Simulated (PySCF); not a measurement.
# C6H8Ge: NMR shieldings, part 2 of 2

PySCF 2.14.0. Atoms count from 0. The steps go on from the part before.

## 6. NMR shieldings: BHandHLYP/pcJ-1 Ge:dyall-v2z (BHandHLYP), spin–orbit

Job settings and geometry (Å):

```
{"job": {"kind": "hnmr", "xc": "BHandHLYP", "basis": {"default": "pcJ-1", "Ge": "dyall-v2z"}, "rel": "so"}, "charge": 0, "multiplicity": 1}
Ge     2.283358     0.243422    -0.447204
C      0.348638     0.457499    -0.395127
C     -0.494796    -0.658691    -0.307532
C     -1.879185    -0.505346    -0.258740
C     -2.441743     0.770182    -0.297927
C     -1.615925     1.889281    -0.386983
C     -0.230786     1.732339    -0.435629
H      2.813046    -0.250542     0.913171
H      2.678545    -0.788513    -1.520411
H      2.926803     1.602965    -0.774848
H     -0.070527    -1.666919    -0.278219
H     -2.522576    -1.386215    -0.191126
H     -3.527103     0.891716    -0.260610
H     -2.052114     2.890818    -0.420052
H      0.405011     2.619495    -0.507778
```

With the program's defaults for keys left out, this is: BHandHLYP/pcJ-1 Ge:dyall-v2z GIAO NMR shielding, X2C with spin-orbit coupling, screened-nuclear two-electron part, Gaussian nuclei, gas phase.

Standard output:

```text
spin-free SCF
coarse grid: 58272 points
cycle   1  E = -2332.1476291231  dE =  1.085e+00  |g| = 3.875e-01  |ddm| = 3.491e+00
cycle   2  E = -2332.1666993694  dE = -1.907e-02  |g| = 3.770e-01  |ddm| = 5.645e-01
cycle   3  E = -2332.1799281589  dE = -1.323e-02  |g| = 5.487e-02  |ddm| = 1.725e-01
cycle   4  E = -2332.1801016479  dE = -1.735e-04  |g| = 2.156e-02  |ddm| = 4.980e-02
cycle   5  E = -2332.1802161033  dE = -1.145e-04  |g| = 3.908e-03  |ddm| = 2.029e-02
cycle   6  E = -2332.1802179656  dE = -1.862e-06  |g| = 1.833e-03  |ddm| = 4.120e-03
final grid: 123264 points
cycle   7  E = -2332.1802637469  dE =  8.694e-07  |g| = 2.579e-03  |ddm| = 3.758e-03
cycle   8  E = -2332.1802618958  dE =  1.851e-06  |g| = 3.656e-03  |ddm| = 5.268e-03
cycle   9  E = -2332.1802655673  dE = -3.671e-06  |g| = 4.132e-05  |ddm| = 3.106e-03
cycle  10  E = -2332.1802655676  dE = -3.629e-10  |g| = 1.300e-05  |ddm| = 3.684e-05
converged SCF energy = -2332.1802655676
two-component SCF
cycle   1  E = -2332.1430175568  dE = -2.332e+03  |FDS-SDF| = 1.502e+01
cycle   2  E = -2332.2229645405  dE = -7.995e-02  |FDS-SDF| = 1.390e-01
cycle   3  E = -2332.2231496814  dE = -1.851e-04  |FDS-SDF| = 7.531e-03
cycle   4  E = -2332.2231542765  dE = -4.595e-06  |FDS-SDF| = 1.209e-03
cycle   5  E = -2332.2231545725  dE = -2.960e-07  |FDS-SDF| = 1.002e-03
cycle   6  E = -2332.2231546353  dE = -6.287e-08  |FDS-SDF| = 1.078e-04
cycle   7  E = -2332.2231546434  dE = -8.042e-09  |FDS-SDF| = 1.645e-05
converged, E = -2332.2231546434

Field gradients (au) and densities at the nuclei (bohr^-3)
atom        Vxx        Vyy        Vzz        centre      nuclear mean
  0 Ge    -0.0501    -0.0906     0.1406      29237.663      29208.324
  1 C     -0.1305    -0.1823     0.3128        125.820        125.817
  2 C     -0.1269    -0.1937     0.3206        125.819        125.817
  3 C     -0.1243    -0.1988     0.3231        125.817        125.814
  4 C     -0.1297    -0.2034     0.3331        125.818        125.816
  5 C     -0.1239    -0.1987     0.3226        125.816        125.814
  6 C     -0.1335    -0.1935     0.3270        125.822        125.820
  7 H     -0.0669    -0.0684     0.1353          0.417          0.417
  8 H     -0.0665    -0.0692     0.1357          0.417          0.417
  9 H     -0.0661    -0.0698     0.1359          0.418          0.418
 10 H     -0.1312    -0.1591     0.2903          0.482          0.482
 11 H     -0.1351    -0.1586     0.2938          0.481          0.481
 12 H     -0.1356    -0.1583     0.2939          0.481          0.481
 13 H     -0.1352    -0.1587     0.2938          0.481          0.481
 14 H     -0.1321    -0.1583     0.2903          0.482          0.482
without picture change
  0 Ge                           0.1448                     44991.447

Core orbital energies (eV)
atom   shell        mean    spread
  0 Ge 1s       -11065.590   0.000
  0 Ge 2s        -1412.159   0.000
  0 Ge 3s         -184.660   0.000
  0 Ge 4s          -18.443   0.000
  0 Ge 2p1/2     -1253.438   0.000
  0 Ge 2p3/2     -1221.407   0.004
  0 Ge 3p1/2      -131.493   0.000
  0 Ge 3p3/2      -127.051   0.008
  0 Ge 3d3/2       -36.735   0.011
  0 Ge 3d5/2       -36.120   0.059

Shielding tensors (ppm)
atom      isotropic    diamagn.    paramagn.     s11        s22        s33       span
  0 Ge     1791.47     2650.61     -859.14    1684.57    1792.44    1897.41     212.84
  1 C        43.34      252.24     -208.91     -58.03       3.30     184.74     242.77
  2 C        41.44      252.05     -210.61     -81.46      36.24     169.54     251.00
  3 C        49.01      253.45     -204.43     -69.25      40.01     176.29     245.54
  4 C        47.80      253.84     -206.03     -69.40      34.35     178.46     247.87
  5 C        48.89      253.68     -204.79     -68.83      39.72     175.79     244.62
  6 C        40.99      251.38     -210.39     -81.54      39.02     165.49     247.03
  7 H        26.89       28.41       -1.52      20.69      22.51      37.48      16.78
  8 H        26.88       28.22       -1.34      20.18      22.94      37.51      17.33
  9 H        27.09       28.48       -1.39      20.09      23.50      37.67      17.58
 10 H        23.84       32.28       -8.44      19.18      22.94      29.40      10.22
 11 H        24.01       30.39       -6.38      20.39      24.78      26.85       6.46
 12 H        24.02       29.01       -4.99      20.54      24.97      26.54       6.00
 13 H        24.04       29.18       -5.14      20.46      24.79      26.87       6.41
 14 H        23.79       31.24       -7.45      19.11      23.04      29.21      10.10
```

Wall time 4.2 min (1 thread of Arm Neoverse V2, shared host); peak memory 1.9 GiB.

Key values:

```
                       quantity       value
energy from spin-orbit coupling  -0.0429 Eh
```

## 7. Shieldings side by side

```
                                                         run     Ge0    C1    C4    C2    C6    C3    C5     time
            step 3, PBE/pcJ-1 Ge:dyall-v2z (PBE), spin–orbit  1702.0  40.7  47.1  40.7  40.0  47.5  47.4     88 s
            step 4, KT2/pcJ-1 Ge:dyall-v2z (KT2), spin–orbit  1768.1  57.3  62.1  55.6  54.9  62.5  62.3     86 s
        step 5, B3LYP/pcJ-1 Ge:dyall-v2z (B3LYP), spin–orbit  1724.0  38.0  44.6  38.2  37.6  45.3  45.1  3.6 min
step 6, BHandHLYP/pcJ-1 Ge:dyall-v2z (BHandHLYP), spin–orbit  1791.5  43.3  47.8  41.4  41.0  49.0  48.9  4.2 min
```

## 8. Summary of results

The summary covers parts 1 to 2.

| quantity | value |
| --- | --- |
| point group | C1 |
| rotational constants (main isotopes) | 5.33, 0.94, 0.81 GHz |
| energy from spin-orbit coupling (step 3, PBE/pcJ-1 Ge:dyall-v2z (PBE), spin–orbit) | -0.0431 Eh |
| shieldings (step 3, PBE/pcJ-1 Ge:dyall-v2z (PBE), spin–orbit) | Ge0 1702.0, C1 40.7, C2 40.7, C3 47.5, C4 47.1, C5 47.4, C6 40.0 ppm |
| energy from spin-orbit coupling (step 4, KT2/pcJ-1 Ge:dyall-v2z (KT2), spin–orbit) | -0.0431 Eh |
| shieldings (step 4, KT2/pcJ-1 Ge:dyall-v2z (KT2), spin–orbit) | Ge0 1768.1, C1 57.3, C2 55.6, C3 62.5, C4 62.1, C5 62.3, C6 54.9 ppm |
| energy from spin-orbit coupling (step 5, B3LYP/pcJ-1 Ge:dyall-v2z (B3LYP), spin–orbit) | -0.0431 Eh |
| shieldings (step 5, B3LYP/pcJ-1 Ge:dyall-v2z (B3LYP), spin–orbit) | Ge0 1724.0, C1 38.0, C2 38.2, C3 45.3, C4 44.6, C5 45.1, C6 37.6 ppm |
| energy from spin-orbit coupling (step 6, BHandHLYP/pcJ-1 Ge:dyall-v2z (BHandHLYP), spin–orbit) | -0.0429 Eh |
| shieldings (step 6, BHandHLYP/pcJ-1 Ge:dyall-v2z (BHandHLYP), spin–orbit) | Ge0 1791.5, C1 43.3, C2 41.4, C3 49.0, C4 47.8, C5 48.9, C6 41.0 ppm |

**Reading.** The optimisation took 6 steps and gained 0.268 eV; among the close pairs (by a distance rule), Ge0–H8 changed most, from 1.458 to 1.540 Å. In step 3, Ge0 has the widest tensor, 249 ppm. Ge0 moves most between the runs, by 90 ppm; the labels say what changes from run to run.
